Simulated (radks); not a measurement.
**Al⁺ in [Ne] 3s2: an all-electron calculation**

The task here is to estimate one member of a computed series from the others.

The numbers are computed with radks (a radial shooting solver on a logarithmic mesh, Libxc functionals) version 1 (scalar-relativistic Kohn-Sham, B86b exchange with PBE correlation, spin-polarised, spherical densities, finite nucleus), except any that are marked as measured or tabulated.

## The atom as given

| Quantity | Value |
| --- | --- |
| element | aluminium (Z = 13) |
| charge | +1 |
| electrons | 12 |
| configuration | [Ne] 3s2 |
| nuclear rms radius | 3.061 fm |

Outer shells as boxes (Hund's rule):

Al⁺
```
[Ne] core
3s [↑↓]
```

Set-up of the first run:

The run's settings:

```text
Z 13
configuration [Ne] 3s2 3p0 4s0
relativity scalar-relativistic
functional b86_mgc,pbe
spin polarised
nucleus finite rms 3.061 fm
c 137.035999084
```

One table of the session follows, with a row left open; its other results are not shown here.

It belongs to the step «Orbitals and density». From the orbitals of this run (lengths in bohr):

| level | <r> | outermost maximum (interpolated) | 90 % within | nodes |
| --- | --- | --- | --- | --- |
| 1s | ? | ? | ? | ? |
| 2s | 0.6257 | 0.496 | 0.990 | 1 |
| 2p | 0.6028 | 0.428 | 1.02 | 0 |
| 3s | 2.374 | 2.01 | 3.58 | 2 |
| 3p | 2.898 | 2.40 | 4.46 | 1 |

Estimate the missing values for 1s.

**Answer.** <r>: 0.1202; outermost maximum (interpolated): 0.0783; 90 % within: 0.215; nodes: 0. In the column «<r>» it is the lowest.
